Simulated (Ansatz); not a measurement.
# ClFGaH₃OSi: small, medium and large basis sets

One table from this session's results is given with a row withheld; the runs are named, their logs left out.

Program: Ansatz 0.2.0, Gaussian basis. Level of theory: one geometry, several basis sets. These are calculated values, not measurements.

Levels to be run: PBE0-D4/def2-SVP; ωB97M-V/def2-SVP; PBE0-D4/def2-QZVPP; ωB97M-V/def2-QZVPP; the functionals' def2-TZVPP values are taken from earlier runs.

## Structure used throughout

An earlier PBE0-D4 in a triple-zeta def2 set relaxation fixed the geometry.

SMILES `[F][Ga]([Cl])[O][SiH3]`, 8 atoms, charge 0, spin multiplicity 1.

Atoms are counted from 1 here; the program's logs count them from 0.

Bond lengths: F1–Ga2 1.738 Å, Ga2–Cl3 2.100 Å, Ga2–O4 1.750 Å, O4–Si5 1.644 Å, Si5–H6 1.487 Å, Si5–H7 1.486 Å, Si5–H8 1.483 Å. Angles: F1–Ga2–Cl3 119.3°, F1–Ga2–O4 118.5°, Cl3–Ga2–O4 122.2°, Ga2–O4–Si5 138.0°, O4–Si5–H6 110.7°, O4–Si5–H7 110.5°, O4–Si5–H8 107.6°, H6–Si5–H7 108.9°, H6–Si5–H8 109.6°, H7–Si5–H8 109.6°.

Geometry (Å):

| atom | x (Å) | y (Å) | z (Å) |
| --- | --- | --- | --- |
| F1 | -0.0863 | -1.8903 | 1.7664 |
| Ga2 | 1.0831 | -1.1261 | 0.7320 |
| Cl3 | 3.0764 | -1.7872 | 0.7717 |
| O4 | 0.5527 | 0.1759 | -0.3093 |
| Si5 | -0.8439 | 0.9712 | -0.6553 |
| H6 | -1.4311 | 1.5602 | 0.5768 |
| H7 | -1.8329 | 0.0441 | -1.2651 |
| H8 | -0.5181 | 2.0521 | -1.6171 |

Set-up of the first run:

Input file in.yaml:

```yaml
crystal:
  periodic: [false, false, false]
  atoms:
    - {symbol: F, position_ang: [-0.086272, -1.890285, 1.766401]}
    - {symbol: Ga, position_ang: [1.083137, -1.126081, 0.732019]}
    - {symbol: Cl, position_ang: [3.076447, -1.787164, 0.771659]}
    - {symbol: O, position_ang: [0.552717, 0.175942, -0.309301]}
    - {symbol: Si, position_ang: [-0.843913, 0.971247, -0.655337]}
    - {symbol: H, position_ang: [-1.431131, 1.560175, 0.576771]}
    - {symbol: H, position_ang: [-1.832907, 0.044108, -1.265091]}
    - {symbol: H, position_ang: [-0.518078, 2.052067, -1.617132]}
basis:
  gaussian: {orbitals: def2-SVP}
hamiltonian: {xc: pbe0, dispersion: d4}
output: {orbitals: {seedname: orbitals}}
```

Run with:

```
$ ansatz run in.yaml --threads 4 --pin off --events-out ev --progress --plain --max-ram 10444MiB
```

Steps of the session up to this table: PBE0-D4 in def2-SVP; ωB97M-V in def2-SVP; PBE0-D4 in def2-QZVPP; ωB97M-V in def2-QZVPP.

One of the session's tables, all rows but one given; the rest of the session is left out.

It belongs to the step «Functionals by basis». 

```
functional       basis  HOMO (eV)  LUMO (eV)
   PBE0-D4    def2-SVP          ?          ?
   PBE0-D4  def2-TZVPP      -9.12      -1.81
   PBE0-D4  def2-QZVPP      -9.14      -1.90
   ωB97M-V    def2-SVP     -11.29       0.30
   ωB97M-V  def2-TZVPP     -11.41       0.09
   ωB97M-V  def2-QZVPP     -11.44      -0.14
```

Estimate the missing values for PBE0-D4, def2-SVP.

As computed: HOMO (eV): -9.04; LUMO (eV): -1.67. In the column «HOMO (eV)» it is the highest.
